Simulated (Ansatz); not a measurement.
# MnHg: which magnetic state does the SCF reach?

Is MnHg magnetic at this level, in which order, and do all starts find it? Single-point runs from several starts follow. System: MnHg, the deposited crystal structure (space group Pm-3m, primitive cell doubled); the cell holds 4 atoms. Source: COD entry 1522376, which need not be the ambient phase.

Method: DFT PBEsol, PAW, plane waves, scalar-relativistic, in Ansatz 0.2.0.

### 1 The starting structure

It takes space group Pm-3m (No. 221, cubic). Conventional cell: a = 3.315 Å, b = 3.315 Å, c = 3.315 Å, α = 90.00°, β = 90.00°, γ = 90.00°. Around Mn (site symmetry m-3m) lie 8 Hg at 2.87 Å. Hg (site symmetry m-3m) has 8 Mn at 2.87 Å as nearest neighbours.

As a file:

```xyz
4
Lattice="0.0000 3.3150 3.3150 3.3150 0.0000 3.3150 3.3150 3.3150 0.0000" Properties=species:S:1:pos:R:3 pbc="T T T"
Mn    1.6575    1.6575    1.6575
Mn    4.9725    4.9725    4.9725
Hg    0.0000    0.0000    0.0000
Hg    3.3150    3.3150    3.3150
```

Atoms are counted from 1 in the order of input.yaml (Hg4 and so on).

The first starts: parallel moments, plain SCF; opposed moments +-, plain SCF; no spin polarisation; spin on, no moments given (the program may seed its own), plain SCF. What is tried next depends on their ends.

A plain SCF has the search for lower states switched off and ends at the first converged state. Ends within 0.2 meV/atom and 0.1 μB count as one state.

Moments by site are taken inside atomic spheres; the rest lies between them.

### 2 Parallel moments, plain SCF

The input, input.yaml:

```yaml
crystal:
  lattice:
    - [0.0, 3.315, 3.315]
    - [3.315, 0.0, 3.315]
    - [3.315, 3.315, 0.0]
  atoms:
    - { symbol: Mn, position: [0.25, 0.25, 0.25], spin: 4.5 }
    - { symbol: Mn, position: [0.75, 0.75, 0.75], spin: 4.5 }
    - { symbol: Hg, position: [0.0, 0.0, 0.0] }
    - { symbol: Hg, position: [0.5, 0.5, 0.5] }
magnetization:
  spin_polarized: true
hamiltonian:
  xc: pbesol
  pseudopotentials: { kind: paw }
basis:
  ecutwfc: 420
kpoints:
  mp_grid: { grid: [8, 8, 8] }
scf:
  occupations: { method: fermi_dirac, width: 0.1 }
  lower_state_search: "off"
output:
  forces: true
  stress: true
```

Standard output (excerpt; [...] marks lines left out):

```text
[...]
Pseudopotentials: kind: paw
Pseudopotential: Mn, paw, valence charge 15, recommended cutoff 420 eV (normal), Mn.paw.azcp
Pseudopotential: Hg, paw, valence charge 20, recommended cutoff 420 eV (normal), Hg.paw.azcp
Functional definition: PBEsol
[...]
Crystal: 4 atoms, lattice volume = 72.859 Å³
Basis set: ecut = 420 eV, 1411 PW (Γ), exchange–correlation on 64×64×64 points (8 copies of the dense FFT grid, shifted against one another)
Bands: 48, of which v1, the nominal top of the filled ones, is band 35 counted from 1 (34 counted from 0)
Symmetry: 96 space group operations
Space group: Pm-3m (ITA 221), of the structure as read, at distance tolerance 4.2e-5 Å
Magnetic group: BNS 221.92 (UNI 1594), of the structure as read, at distance tolerance 4.2e-5 Å
k-points: 29 of 512
[...]
Starting moments: Σ|m| = 9 μB on 2 of 4 sites
[...]
SCF iter   1: F=—  HF=-35073.792400 eV  |F-HF|=—  |Δ(HF+E_count)|=         —  Δρ=7.33e-2 (↑3.30e-2 ↓7.33e-2)  dr2=9.83e0  dr2_m=4.95e-1  M=7.394 μB ∫|m|=7.726 μB  β_m=0.30  ethr=3.10e-3  ⟨swp⟩=6.2  Hψ=9145  notcnv=0  defer=25
[...]
spin=Collinear: Kerker preconditioning applied to the charge; magnetization (m = ρ↑ − ρ↓) channel mixes plain (no charge-response kernel on spin).
[...]
spin-set hold released at iteration 2 (the charge has settled, or the pull on large starting moments outlasts its swing): the magnetisation degrees of freedom join the quasi-Newton model from the next iteration; the mixer history was flushed
[...]
SCF iter  10: F=-35072.105957 eV  HF=-35072.105957 eV  |F-HF|=1.35e-9  |Δ(HF+E_count)|=   1.06e-7  Δρ=1.80e-6 (↑1.72e-6 ↓1.80e-6)  dr2=4.48e-9  dr2_m=3.22e-10  M=7.765 μB ∫|m|=8.220 μB  ethr=1.43e-10  ⟨swp⟩=3.0  Hψ=8906  notcnv=0
[...]
SCF converged after 10 iterations
Magnetization: 7.7650 μB (38.8825 up, 31.1175 down)
Absolute magnetization: 8.2282 μB (∫|ρ↑−ρ↓|, with the PAW one-centre terms)
Spin contamination: 0.2708 ħ² per cell (⟨S²⟩ above its minimum at these occupations)
Per-site moments (μB) at R_I (Å): [(3.8435807340753456, 1.1842356130874832), (3.8435807340753456, 1.1842356130874832), (-0.024900956353077833, 1.1842356130874832), (-0.024900956353077833, 1.1842356130874832)]
Free energy (F): -35072.105957 eV
[...]
E sigma→0 (E₀):  -35072.052658 eV
Entropy (-TS):   -0.106598 eV (-26.650 meV/atom)
Fermi energy:    16.056700 eV
[...]
--- Forces (eV/Å), atoms counted from 1 ---
  atom   1  Mn     0.00000000     0.00000000     0.00000000
  atom   2  Mn     0.00000000     0.00000000     0.00000000
  atom   3  Hg     0.00000000    -0.00000000     0.00000000
  atom   4  Hg     0.00000000    -0.00000000    -0.00000000
[...]
--- Stress (GPa, compression-positive) ---
       -5.183411       0.000000      -0.000000
        0.000000      -5.183411       0.000000
        0.000000       0.000000      -5.183411
  P = ⅓ Tr σ = -5.1834 GPa (-51.834 kbar)
```

It took 6.3 s on 2 threads of an Arm CPU, shared host; peak memory 0.45 GiB.

End: ferromagnetic, site moments Mn1 3.84, Mn2 3.84 μB, total 7.76 μB per cell, no gap on the k-mesh.

### 3 Opposed moments +-, plain SCF

input.yaml, as its differences from that of step 2:

```diff
@@ -7,3 +7,3 @@
     - { symbol: Mn, position: [0.25, 0.25, 0.25], spin: 4.5 }
-    - { symbol: Mn, position: [0.75, 0.75, 0.75], spin: 4.5 }
+    - { symbol: Mn, position: [0.75, 0.75, 0.75], spin: -4.5 }
     - { symbol: Hg, position: [0.0, 0.0, 0.0] }
```

Standard output (excerpt; [...] marks lines left out):

```text
[... 10 lines as in an earlier run ...]
Symmetry: 48 space group operations
Space group: Fm-3m (ITA 225), of the structure as read, at distance tolerance 4.2e-5 Å
Magnetic group: BNS 225.121 (UNI 1623), of the structure as read, at distance tolerance 4.2e-5 Å
[... 9 lines as in an earlier run ...]
Starting moments: Σ|m| = 9 μB on 2 of 4 sites
Starting magnetic order: antiferromagnet; a translation exchanges its spin sublattices: spin-degenerate at every k-point
[... 2 lines as in an earlier run ...]
spin-down is spin-up translated by (0.5, 0.5, 0.5): one eigenproblem is solved per k-point and the antiferromagnetic symmetry of the starting moments is kept exactly by this SCF (crystal.symmetry.spin_inversion_symmetry: false solves both channels; [...]
Magnetization: 0.0000 μB (35.0000 up, 35.0000 down)
Absolute magnetization: 8.2968 μB (∫|ρ↑−ρ↓|, with the PAW one-centre terms)
Spin contamination: 3.9634 ħ² per cell (⟨S²⟩ above its minimum at these occupations)
Per-site moments (μB) at R_I (Å): [(3.88051413153944, 1.1842356130874832), (-3.88051413153944, 1.1842356130874832), (1.3822636831894309e-17, 1.1842356130874832), (-1.382263683189404e-17, 1.1842356130874832)]
Free energy (F): -35072.299495 eV
[...]
E sigma→0 (E₀):  -35072.260122 eV
Entropy (-TS):   -0.078746 eV (-19.687 meV/atom)
Fermi energy:    16.065961 eV
[...]
--- Forces (eV/Å), atoms counted from 1 ---
  atom   1  Mn     0.00000000    -0.00000000     0.00000000
  atom   2  Mn     0.00000000    -0.00000000     0.00000000
  atom   3  Hg     0.00000000    -0.00000000     0.00000000
  atom   4  Hg     0.00000000    -0.00000000    -0.00000000
[...]
--- Stress (GPa, compression-positive) ---
       -6.275580       0.000000      -0.000000
       -0.000000      -6.275580      -0.000000
       -0.000000       0.000000      -6.275580
  P = ⅓ Tr σ = -6.2756 GPa (-62.756 kbar)
```

Run time: 3.8 s. Hardware: 2 threads of an Arm CPU, shared host; peak memory 0.45 GiB.

Result: antiferromagnetic (magnetic neighbours of Mn1 with a moment over 0.3 of its own that point the other way: 6 of 6 at 3.31 Å, 0 of 12 at 4.69 Å), site moments Mn1 3.88, Mn2 -3.88 μB, total 0.00 μB per cell, no gap on the k-mesh. It lies 48.4 meV/atom below the lowest state so far (step 2).

### 4 No spin polarisation

input.yaml, as its differences from that of step 3:

```diff
@@ -6,8 +6,6 @@
   atoms:
-    - { symbol: Mn, position: [0.25, 0.25, 0.25], spin: 4.5 }
-    - { symbol: Mn, position: [0.75, 0.75, 0.75], spin: -4.5 }
+    - { symbol: Mn, position: [0.25, 0.25, 0.25] }
+    - { symbol: Mn, position: [0.75, 0.75, 0.75] }
     - { symbol: Hg, position: [0.0, 0.0, 0.0] }
     - { symbol: Hg, position: [0.5, 0.5, 0.5] }
-magnetization:
-  spin_polarized: true
 hamiltonian:
```

Standard output (excerpt; [...] marks lines left out):

```text
[... 9 lines as in an earlier run ...]
Bands: 40, of which v1, the nominal top of the filled ones, is band 35 counted from 1 (34 counted from 0)
[... 10 lines as in an earlier run ...]
[...]
[... 2 lines as in an earlier run ...]
SCF iter   1: F=—  HF=-35069.419712 eV  |F-HF|=—  |Δ(HF+E_count)|=         —  Δρ=1.71e-2  dr2=1.89e-1  ethr=1.77e-3  ⟨swp⟩=3.7  Hψ=3371  notcnv=0
[...]
SCF iter   7: F=-35069.395602 eV  HF=-35069.395602 eV  |F-HF|=7.26e-9  |Δ(HF+E_count)|=   5.11e-8  Δρ=3.90e-6  dr2=1.26e-8  ethr=1.43e-10  ⟨swp⟩=3.6  Hψ=4386  notcnv=0
[...]
SCF converged after 7 iterations
Free energy (F): -35069.395602 eV
[...]
E sigma→0 (E₀):  -35069.217097 eV
Entropy (-TS):   -0.357011 eV (-89.253 meV/atom)
Fermi energy:    15.296258 eV
[...]
--- Forces (eV/Å), atoms counted from 1 ---
  atom   1  Mn    -0.00000000     0.00000000     0.00000000
  atom   2  Mn    -0.00000000     0.00000000     0.00000000
  atom   3  Hg     0.00000000    -0.00000000    -0.00000000
  atom   4  Hg     0.00000000    -0.00000000    -0.00000000
[...]
--- Stress (GPa, compression-positive) ---
      -20.139649      -0.000000       0.000000
       -0.000000     -20.139649      -0.000000
        0.000000      -0.000000     -20.139649
  P = ⅓ Tr σ = -20.1396 GPa (-201.396 kbar)
```

Wall time 2.3 s (2 threads of an Arm CPU, shared host); peak memory 0.38 GiB.

Result: non-magnetic (no spin polarisation), no gap on the k-mesh. Against step 3, the lowest until now, it is 726 meV/atom higher.

### 5 Spin on, no moments given (the program may seed its own), plain SCF

input.yaml, as its differences from that of step 4:

```diff
@@ -23 +23,3 @@
   stress: true
+magnetization:
+  spin_polarized: true
```

Standard output (excerpt; [...] marks lines left out):

```text
band count auto-derived: 44 (N_el = 70.0; filled up to band 35; 42 by the electrons, moments and atoms)
[... 9 lines as in an earlier run ...]
Bands: 44, of which v1, the nominal top of the filled ones, is band 35 counted from 1 (34 counted from 0)
[... 10 lines as in an earlier run ...]
[...]
[... 2 lines as in an earlier run ...]
SCF iter   1: F=—  HF=-35080.339651 eV  |F-HF|=—  |Δ(HF+E_count)|=         —  Δρ=1.75e-1 (↑1.75e-1 ↓1.75e-1)  dr2=1.20e2  dr2_m=0.00e0  M=0.000 μB ∫|m|=0.000 μB  β_m=0.30  ethr=3.10e-3  ⟨swp⟩=4.2  Hψ=3790  notcnv=0
[...]
[... 1 line as in an earlier run ...]
[...]
SCF iter  13: F=-35072.105957 eV  HF=-35072.105957 eV  |F-HF|=2.15e-9  |Δ(HF+E_count)|=   2.45e-9  Δρ=1.47e-6 (↑8.42e-7 ↓1.47e-6)  dr2=2.98e-9  dr2_m=1.93e-10  M=7.765 μB ∫|m|=8.220 μB  ethr=3.64e-11  ⟨swp⟩=1.9  Hψ=6519  notcnv=0
[...]
SCF converged after 13 iterations
an eigenvalue changed by more than its tolerance at an iteration that met the thresholds in force, so the SCF went on 1 time: the last check found none over its tolerance
Magnetization: 7.7650 μB (38.8825 up, 31.1175 down)
Absolute magnetization: 8.2282 μB (∫|ρ↑−ρ↓|, with the PAW one-centre terms)
Spin contamination: 0.2708 ħ² per cell (⟨S²⟩ above its minimum at these occupations)
Per-site moments (μB) at R_I (Å): [(3.8435883725570816, 1.1842356130874832), (3.8435883725570816, 1.1842356130874832), (-0.024900784080610205, 1.1842356130874832), (-0.024900784080610205, 1.1842356130874832)]
Free energy (F): -35072.105957 eV
[...]
E sigma→0 (E₀):  -35072.052658 eV
Entropy (-TS):   -0.106598 eV (-26.649 meV/atom)
Fermi energy:    16.056686 eV
[... 27 lines left out: energy terms, forces, stress ...]
```

Wall time 7.7 s (2 threads of an Arm CPU, shared host); peak memory 0.44 GiB.

The run ends in the same state as step 2 (ferromagnetic); it took 13 iterations.

### 6 Parallel moments scaled by 0.03, plain SCF

input.yaml, as its differences from that of step 5:

```diff
@@ -6,6 +6,8 @@
   atoms:
-    - { symbol: Mn, position: [0.25, 0.25, 0.25] }
-    - { symbol: Mn, position: [0.75, 0.75, 0.75] }
+    - { symbol: Mn, position: [0.25, 0.25, 0.25], spin: 0.14 }
+    - { symbol: Mn, position: [0.75, 0.75, 0.75], spin: 0.14 }
     - { symbol: Hg, position: [0.0, 0.0, 0.0] }
     - { symbol: Hg, position: [0.5, 0.5, 0.5] }
+magnetization:
+  spin_polarized: true
 hamiltonian:
@@ -23,3 +25 @@
   stress: true
-magnetization:
-  spin_polarized: true
```

Standard output (excerpt; [...] marks lines left out):

```text
[... 9 lines as in an earlier run ...]
Bands: 43, of which v1, the nominal top of the filled ones, is band 35 counted from 1 (34 counted from 0)
[... 12 lines as in an earlier run ...]
Starting moments: Σ|m| = 0.28 μB on 2 of 4 sites
[... 2 lines as in an earlier run ...]
SCF iter   1: F=—  HF=-35071.941379 eV  |F-HF|=—  |Δ(HF+E_count)|=         —  Δρ=7.41e-2 (↑7.41e-2 ↓5.58e-2)  dr2=1.76e1  dr2_m=8.82e-2  M=0.647 μB ∫|m|=0.659 μB  β_m=1.00  ethr=3.10e-3  ⟨swp⟩=4.1  Hψ=7284  notcnv=0
[...]
[... 1 line as in an earlier run ...]
[...]
spin-set hold released at iteration 9 (site moments contracting): the magnetisation degrees of freedom join the quasi-Newton model from the next iteration; the mixer history was flushed
[...]
SCF iter  17: F=-35072.105957 eV  HF=-35072.105957 eV  |F-HF|=3.33e-9  |Δ(HF+E_count)|=   2.31e-7  Δρ=5.90e-6 (↑4.21e-6 ↓5.90e-6)  dr2=2.85e-8  dr2_m=9.21e-9  M=7.765 μB ∫|m|=8.220 μB  ethr=1.43e-10  ⟨swp⟩=3.0  Hψ=9399  notcnv=0
[...]
SCF converged after 17 iterations
Magnetization: 7.7650 μB (38.8825 up, 31.1175 down)
Absolute magnetization: 8.2283 μB (∫|ρ↑−ρ↓|, with the PAW one-centre terms)
Spin contamination: 0.2708 ħ² per cell (⟨S²⟩ above its minimum at these occupations)
Per-site moments (μB) at R_I (Å): [(3.843608451445871, 1.1842356130874832), (3.843608451445871, 1.1842356130874832), (-0.02490035913397243, 1.1842356130874832), (-0.02490035913397243, 1.1842356130874832)]
Free energy (F): -35072.105957 eV
[...]
E sigma→0 (E₀):  -35072.052660 eV
Entropy (-TS):   -0.106594 eV (-26.649 meV/atom)
Fermi energy:    16.056689 eV
[... 27 lines left out: energy terms, forces, stress ...]
```

It took 9.2 s on 2 threads of an Arm CPU, shared host; peak memory 0.43 GiB.

Nothing new: the 17 iterations lead to the state found in step 2 (ferromagnetic).

(Part 1 of 2 ends here.)
